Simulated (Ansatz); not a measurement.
# Ba4Er: the cost of one run

Computed with Ansatz 0.2.0 (DFT PBE, scalar-relativistic, plane waves, PAW; 4f electrons in the core of a trivalent norm-conserving potential, unless a step names another level, unless a step's input says otherwise).

8 further runs of the same task are left out: 6 that didn't finish, 2 set aside as unsound or not needed. Runs told in other sessions of the task aren't counted.

## Step 1: The starting structure

Symmetry: I4/mmm, No. 139, tetragonal system. Conventional cell: a = 11.302 Å, b = 11.302 Å, c = 4.452 Å, α = 90.00°, β = 90.00°, γ = 90.00°. Ba (site symmetry m2m) has 2 Er at 3.79 Å and 8 Ba at 4.28 to 4.45 Å in its first shell of neighbours. Around Er (site symmetry 4/mmm) lie 8 Ba at 3.79 Å.

As a file:

```
CELL_PARAMETERS angstrom
-5.65082 5.65082 2.22616
5.65082 -5.65082 2.22616
5.65082 5.65082 -2.22616
ATOMIC_POSITIONS crystal
Ba 0.00000 0.72886 0.72886
Ba 0.00000 0.27114 0.27114
Ba 0.72886 0.00000 0.72886
Ba 0.27114 0.00000 0.27114
Er 0.50000 0.50000 0.00000
```

It came out lowest among 17 distinct ends of the trial cells. At a tolerance of 0.05 Å it has space group I4/mmm (No. 139).

## Step 2: Tight relaxation for the response runs, on the response runs' mesh and smearing

input.yaml

```yaml
crystal:
  lattice:
    - [-5.6508231002, 5.6508231002, 2.2261560594]
    - [5.6508231002, -5.6508231002, 2.2261560594]
    - [5.6508231002, 5.6508231002, -2.2261560594]
  atoms:
    - { symbol: Ba, position: [0.0, 0.7288646509, 0.7288646509] }
    - { symbol: Ba, position: [0.0, 0.2711353491, 0.2711353491] }
    - { symbol: Ba, position: [0.7288646509, 0.0, 0.7288646509] }
    - { symbol: Ba, position: [0.2711353491, 0.0, 0.2711353491] }
    - { symbol: Er, position: [0.5, 0.5, 0.0] }
basis:
  ecutwfc: 770
kpoints:
  mp_grid: { grid: [8, 8, 8] }
hamiltonian:
  xc: pbe
  pseudopotentials:
    kind: paw
    azcp: { Er: "pseudopotentials/pbe/nc/lanthanide_3plus/Er.nc.azcp" }
scf:
  occupations: { method: gaussian, width: 0.1 }
output:
  forces: true
  stress: true
  eigenvalues: true
relax:
  adjacent_minimum: "off"
  f_tol: 0.001
  max_steps: 60
  cell: { stress_tol: 0.01 }
```

Launch:

```bash
$ ansatz run input.yaml --threads 3 --pin off --max-ram 8448MiB --backend cpu --events-out ev --progress --plain --runs-dir out
```

Q: Estimate wall time and peak memory on 3 threads of Intel Xeon 6975P-C (Granite Rapids), shared host.

About 1.7 min, with a peak of 1.7 GiB.
